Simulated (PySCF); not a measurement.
# H8MnO4 ([Mn(H2O)4]3+): the cost of one run

Programs: PySCF 2.14.0, with routines of our own; each step states its level. All values are computed. Atoms count from 0.

### 1 The starting structure

13 atoms, charge 3, states of the metal's open shell are computed; geometry from: model geometry, bond lengths from ionic radii.

### 2 Ligand-field states: state-averaged CASSCF

Job settings and geometry (Å):

```
{"job": {"kind": "lf", "basis": {"metal": "x2c-TZVPall", "ligand": "x2c-SVPall"}, "nevpt": true}, "charge": 3, "metal": "Mn", "open_shell": "d4"}
Mn     0.000000     0.000000     0.000000
O      1.088305     1.088305     1.088306
H      0.872274     1.968289     1.420282
H      1.968289     0.872274     1.420282
O     -1.088305    -1.088305     1.088306
H     -0.872274    -1.968289     1.420282
H     -1.968289    -0.872274     1.420282
O     -1.088305     1.088305    -1.088306
H     -1.968289     0.872274    -1.420282
H     -0.872274     1.968289    -1.420282
O      1.088305    -1.088305    -1.088306
H      1.968289    -0.872274    -1.420282
H      0.872274    -1.968289    -1.420282
```

With the program's defaults for keys left out, this is: state-averaged CASSCF of the metal d shell, SC-NEVPT2 on the averaged canonical orbitals, state-interaction spin-orbit coupling.

The run is started by

```bash
OMP_NUM_THREADS=1 python lf_run.py task.json out
```

This one command runs all jobs of the session in turn.

Q: Estimate the wall time and peak memory of this first job on 1 thread of Arm Neoverse N1, shared host.

About 22 s, with a peak of 0.31 GiB.
